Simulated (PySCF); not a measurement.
# CeS2 (Ce(S2)+): the cost of one run

The runs use PySCF 2.14.0; TPSS, Ce lcecp-1-SVP with ECP47, S def2-SVP; scalar-relativistic core potentials, no spin–orbit coupling.

4 further runs of the same task are left out: 2 for a known fault of the program, 1 that didn't finish, 1 set aside as unsound or not needed.

## 1. The starting structure

3 atoms, charge 1, spin multiplicity 1.

Bond lengths: Ce1–S2 2.559 Å, Ce1–S3 2.559 Å, S2–S3 2.159 Å. Angles: S2–Ce1–S3 49.9°, Ce1–S2–S3 65.0°, Ce1–S3–S2 65.0°.

Geometry (Å):

```xyz
3
charge 1, multiplicity 1
Ce    0.00000    0.00000   -0.62828
S     1.07971    0.00000    1.69173
S    -1.07971    0.00000    1.69173
```

Formal oxidation states: Ce +3. Each metal's 1 4f electrons lie in its core potential, so multiplicities, spins and levels count the valence alone. An earlier session relaxed this geometry at TPSS, Ce lcecp-1-SVP with ECP47, S def2-SVP (singlet, point group C2v).

Its energy there is -828.267813 Eh.

## 2. Atoms moved at random, σ = 0.06 Å

run.py (the lines that set the calculation) reads:

```python
mol = gto.M(atom='''
Ce    -0.08325    -0.02650    -0.72260
S      1.12579     0.08273     1.71353
S     -1.04253    -0.05623     1.76424''',
    basis={'Ce': 'lcecp-1-SVP', 'S': 'def2-SVP'},
    ecp={'Ce': 'lcecp-1-SVP'},
    charge=1, spin=0)
mf = dft.RKS(mol, xc='TPSS')
mf.grids.atom_grid = (50, 194)  # f atoms: unpruned, at least (60, 302)
mf = mf.density_fit()  # fitting sets: Ce AutoAux, S def2-universal-JKFIT
mf.conv_tol = 1e-08; mf.max_cycle = 55
mf.kernel(dm0)  # dm0: the density of the relaxed state
```

Launch:

```bash
> OMP_NUM_THREADS=2 python run.py
```

**Question.** How long does this run take on 2 threads of Intel Xeon 6975P-C (Granite Rapids), shared host?

About 1.9 s.
